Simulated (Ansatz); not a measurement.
# HfH2: the cost of one run

Program: Ansatz 0.2.0. Level of theory: DFT PBEsol, scalar-relativistic, plane waves, PAW. These are calculated values, not measurements.

1 further run of the same task is left out (set aside as unsound or not needed).

### 1 Starting point

The structure is tetragonal, space group I4/mmm (No. 139). The conventional cell has a = 3.464 Å, b = 3.464 Å, c = 4.238 Å, α = 90.00°, β = 90.00°, γ = 90.00°. Hf (site symmetry 4/mmm) has 8 H at 2.03 Å as nearest neighbours. Around H (site symmetry -4m2) lie 4 Hf at 2.03 Å.

As a file:

```
CELL_PARAMETERS angstrom
-1.73213 1.73213 2.11884
1.73213 -1.73213 2.11884
1.73213 1.73213 -2.11884
ATOMIC_POSITIONS crystal
Hf 0.00000 0.00000 0.00000
H 0.75000 0.25000 0.50000
H 0.25000 0.75000 0.50000
```

It is the result of an earlier relaxation at this level (volume 8.48 Å³/atom; gap on the mesh: none (metal)).

### 2 Bands, states and charges

Contents of input.yaml:

```yaml
crystal:
  lattice:
    - [-1.732134598, 1.732134598, 2.1188358372]
    - [1.732134598, -1.732134598, 2.1188358372]
    - [1.732134598, 1.732134598, -2.1188358372]
  atoms:
    - { symbol: Hf, position: [0.0, 0.0, 0.0] }
    - { symbol: H, position: [0.75, 0.25, 0.5] }
    - { symbol: H, position: [0.25, 0.75, 0.5] }
basis:
  ecutwfc: 420
kpoints:
  mp_grid: { grid: [16, 16, 16] }
  band_path:
    path:
      - [[0.0, 0.0, 0.0], [0.0, 0.0, 0.5], [0.25, 0.25, 0.25], [0.0, 0.5, 0.0], [0.0, 0.0, 0.0], [0.5, 0.5, -0.5], [0.41707392, 0.58292608, -0.41707392]]
      - [[-0.41707392, 0.41707392, 0.41707392], [0.0, 0.0, 0.0]]
      - [[0.0, 0.0, 0.5], [-0.33414784, 0.33414784, 0.5]]
      - [[0.5, 0.5, -0.33414784], [0.5, 0.5, -0.5]]
    npoints: 14
hamiltonian:
  xc: pbesol
scf:
  occupations: { method: gaussian, width: 0.1 }
  n_extra_bands: 7
output:
  forces: true
  stress: true
  eigenvalues: true
  populations: true
  dos: { projected: true, de: 0.02, nscf_kmesh: { grid: [24, 24, 24] } }
  bader: true
  write_density: true
  write_potential: true
  elf: true
  volumetric_format: npy
```

The run is started by

```
$ ansatz run input.yaml --threads 1 --pin off --max-ram 2560MiB --backend cpu --events-out ev --progress --plain --runs-dir out
```

**Question.** How long does this run take on 1 thread of Intel Xeon Platinum 8259CL at 2.50GHz (Skylake/Cascade Lake), shared host, and how much memory does it need?

About 55 s, with a peak of 0.63 GiB.
